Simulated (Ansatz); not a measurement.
# C3H6ClIn: a ladder of functionals and wavefunction methods

Aim: compute C3H6ClIn with functionals from several rungs and with coupled cluster. The yardstick is the atomisation energy at the CCSD(T) limit.

Method: functionals in def2-TZVPP, the program's frozen cores in correlated methods; program: Ansatz 0.2.0, Gaussian basis.

Levels to be run: LDA (SPW92), PBE-D4, revPBE-D4, BLYP-D4, r2SCAN-D4, B97M-V, PBE0-D4, B3LYP-D4, r2SCANh-D4, r2SCAN0-D4, HSE06-D4, BHLYP-D4, CAM-B3LYP-D4, LC-ωPBE, ωB97X-V, ωB97M-V, B2PLYP, PBE-QIDH; CCSD(T)/def2-SVP; CCSD(T)/def2-TZVPP; MP2/def2-QZVPP; extrapolation to the limit; RPA on PBE.

### 1 The geometry

All runs share one geometry, relaxed beforehand with PBE0-D4 in a triple-zeta def2 set. In takes the def2 core potential; no spin-orbit term is included.

SMILES `C=C[CH2][InH][Cl]`, 11 atoms, charge 0, spin multiplicity 1.

Atoms are counted from 1 here; the program's logs count them from 0.

Bond lengths: C1–C2 1.332 Å, C1–H6 1.086 Å, C1–H7 1.083 Å, C2–C3 1.482 Å, C2–H8 1.089 Å, C3–In4 2.159 Å, C3–H9 1.091 Å, C3–H10 1.090 Å, In4–Cl5 2.356 Å, In4–H11 1.708 Å. Angles: C2–C1–H6 121.7°, C2–C1–H7 121.2°, H6–C1–H7 117.1°, C1–C2–C3 125.7°, C1–C2–H8 118.5°, C3–C2–H8 115.7°, C2–C3–In4 104.6°, C2–C3–H9 112.5°, C2–C3–H10 112.7°, In4–C3–H9 107.4°, In4–C3–H10 109.5°, H9–C3–H10 110.0°, C3–In4–Cl5 109.8°, C3–In4–H11 136.7°, Cl5–In4–H11 113.2°.

### 2 LDA

This LDA is Slater exchange with PW92 correlation.

File in.yaml:

```yaml
crystal:
  periodic: [false, false, false]
  atoms:
    - {symbol: C, position_ang: [0.528148, 1.479967, 1.098887]}
    - {symbol: C, position_ang: [-0.307219, 0.492503, 0.781967]}
    - {symbol: C, position_ang: [0.084096, -0.896264, 0.443561]}
    - {symbol: In, position_ang: [-0.012905, -0.979323, -1.711205]}
    - {symbol: Cl, position_ang: [-2.257425, -0.848512, -2.414369]}
    - {symbol: H, position_ang: [1.600038, 1.319669, 1.169207]}
    - {symbol: H, position_ang: [0.163478, 2.477388, 1.310706]}
    - {symbol: H, position_ang: [-1.372399, 0.710269, 0.726955]}
    - {symbol: H, position_ang: [-0.620570, -1.633557, 0.829734]}
    - {symbol: H, position_ang: [1.094934, -1.139936, 0.772070]}
    - {symbol: H, position_ang: [1.099805, -0.982213, -3.007512]}
basis:
  gaussian: {orbitals: def2-TZVPP}
hamiltonian: {xc: lda}
output: {orbitals: {seedname: orbitals}}
```

On the command line:

```sh
ansatz run in.yaml --threads 4 --pin off --events-out ev --progress --plain --max-ram 10444MiB
```

Further steps of the session: PBE-D4 (GGA); revPBE-D4 (GGA); BLYP-D4 (GGA); r2SCAN-D4 (meta-GGA); B97M-V (meta-GGA); PBE0-D4 (hybrid); B3LYP-D4 (hybrid); r2SCANh-D4 (hybrid); r2SCAN0-D4 (hybrid); HSE06-D4 (hybrid); BHLYP-D4 (hybrid); CAM-B3LYP-D4 (range-separated); LC-ωPBE (range-separated); ωB97X-V (range-separated); ωB97M-V (range-separated); B2PLYP (double hybrid); PBE-QIDH (double hybrid); CCSD(T) in def2-SVP; CCSD(T) in def2-TZVPP; MP2 in def2-QZVPP; RPA on PBE orbitals.

**Question.** What will the summary of the whole plan be? Wanted: atomisation energy, CCSD(T)/CBS; farthest beyond LDA; mean size of error, GGA; mean size of error, meta-GGA; mean size of error, hybrid; mean size of error, range-separated; mean size of error, double hybrid; gap, smallest and largest; T1 diagnostic.

**Answer**, as computed:

```
                               quantity                                                                                                                                 value
        atomisation energy, CCSD(T)/CBS                                                                                                                             41.021 eV
    functionals within 0.410 eV (1.0 %)  revPBE-D4, r2SCAN-D4, B97M-V, PBE0-D4, B3LYP-D4, r2SCANh-D4, r2SCAN0-D4, HSE06-D4, CAM-B3LYP-D4, LC-ωPBE, ωB97X-V, ωB97M-V, PBE-QIDH
                    farthest beyond LDA                                                                                                                  BHLYP-D4 (-1.164 eV)
                mean size of error, GGA                                                                                                                              0.484 eV
           mean size of error, meta-GGA                                                                                                                              0.139 eV
             mean size of error, hybrid                                                                                                                              0.374 eV
    mean size of error, range-separated                                                                                                                              0.068 eV
      mean size of error, double hybrid                                                                                                                              0.362 eV
              gap, smallest and largest                                                                                              3.43 eV (LDA (SPW92)), 9.73 eV (LC-ωPBE)
                          T1 diagnostic                                                                                                                                0.0126
triples share of the correlation energy                                                                                                                                 3.9 %
```

**Reading.** LDA overbinds by 5.608 eV (14 %). PBE-D4 is off by +0.693 eV. Double hybrids carry the basis error of their MP2 part in triple zeta, and no dispersion term here, so their miss is partly the set-up's. The rungs range-separated, meta-GGA, double hybrid, hybrid miss on average by less than the doubt on the reference (0.410 eV), so they tie. Misses under about 0.410 eV are within the doubt on the reference itself, which lacks core-valence correlation, spin-orbit coupling and higher excitations, and its outer-core shells are covered unevenly. All levels share the lack of spin-orbit coupling, which lowers the free heavy atoms and so the true binding. Hartree-Fock recovers 74 % of the binding; the rest is correlation. CCSD(T) in def2-SVP is off by -2.010 eV, more than most functionals: a good method in a small basis is no reference. The gap grows from 3.4 to 9.7 eV across the functionals, mostly with the share of exact exchange. Correlated methods include outer-core shells of In, which these sets cover unevenly.
